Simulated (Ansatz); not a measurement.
**C2H9Al2N: how energies converge with the basis set**

One table from this session's results is given with a row withheld; the runs are named, their logs left out.

The runs use Ansatz 0.2.0, Gaussian basis; one geometry, several basis sets.

Plan: PBE0-D4/def2-SVP; ωB97M-V/def2-SVP; PBE0-D4/def2-QZVPP; ωB97M-V/def2-QZVPP; the functionals' def2-TZVPP values are taken from earlier runs.

### The geometry

All runs share one geometry, relaxed beforehand with PBE0-D4 in a triple-zeta def2 set.

14 atoms, charge 0, spin multiplicity 1.

Atoms are counted from 1 here; the program's logs count them from 0.

Bond lengths: C1–C2 1.509 Å, C1–H6 1.098 Å, C1–H7 1.099 Å, C1–H8 1.092 Å, C2–N3 1.505 Å, C2–Al4 2.032 Å, C2–Al5 1.900 Å, N3–Al4 1.964 Å, N3–H9 1.011 Å, N3–H10 1.013 Å, Al4–H11 1.587 Å, Al4–H12 1.584 Å, Al5–H13 1.591 Å, Al5–H14 1.587 Å. Angles: C2–C1–H6 111.6°, C2–C1–H7 113.4°, C2–C1–H8 110.2°, H6–C1–H7 107.4°, H6–C1–H8 107.1°, H7–C1–H8 106.8°, C1–C2–N3 111.5°, C1–C2–Al4 114.6°, C1–C2–Al5 124.7°, N3–C2–Al4 65.5°, N3–C2–Al5 121.8°, Al4–C2–Al5 100.5°, C2–N3–Al4 70.3°, C2–N3–H9 114.7°, C2–N3–H10 112.8°, Al4–N3–H9 122.5°, Al4–N3–H10 120.7°, H9–N3–H10 109.6° and more.

The first run:

in.yaml

```yaml
crystal:
  periodic: [false, false, false]
  atoms:
    - {symbol: C, position_ang: [-1.163978, 1.085055, 0.450588]}
    - {symbol: C, position_ang: [0.020396, 0.321135, -0.087278]}
    - {symbol: N, position_ang: [0.987151, -0.039626, 1.008637]}
    - {symbol: Al, position_ang: [0.045909, -1.652072, 0.399114]}
    - {symbol: Al, position_ang: [0.508601, 0.232103, -1.921002]}
    - {symbol: H, position_ang: [-0.885249, 2.103886, 0.750864]}
    - {symbol: H, position_ang: [-1.636159, 0.603889, 1.318781]}
    - {symbol: H, position_ang: [-1.934639, 1.175642, -0.317656]}
    - {symbol: H, position_ang: [1.958673, 0.137776, 0.790608]}
    - {symbol: H, position_ang: [0.753898, 0.390857, 1.895045]}
    - {symbol: H, position_ang: [1.036665, -2.605337, -0.394443]}
    - {symbol: H, position_ang: [-1.056664, -2.111602, 1.439103]}
    - {symbol: H, position_ang: [1.993090, -0.174624, -2.322545]}
    - {symbol: H, position_ang: [-0.640396, 0.503717, -2.981016]}
basis:
  gaussian: {orbitals: def2-SVP}
hamiltonian: {xc: pbe0, dispersion: d4}
output: {orbitals: {seedname: orbitals}}
```

Among the steps run: PBE0-D4 in def2-SVP; ωB97M-V in def2-SVP; PBE0-D4 in def2-QZVPP; ωB97M-V in def2-QZVPP.

One of the session's tables, all rows but one given; the rest of the session is left out.

It belongs to the step «Density functionals: the series». 

| functional | basis | HOMO (eV) |
| --- | --- | --- |
| PBE0-D4 | def2-SVP | -6.09 |
| PBE0-D4 | def2-TZVPP | -6.09 |
| PBE0-D4 | def2-QZVPP | -6.09 |
| ωB97M-V | def2-SVP | -8.15 |
| ωB97M-V | def2-TZVPP | -8.18 |
| ωB97M-V | def2-QZVPP | ? |

Estimate the missing values for ωB97M-V, def2-QZVPP.

**Answer.** HOMO (eV): -8.19. In the column «HOMO (eV)» it is the lowest.
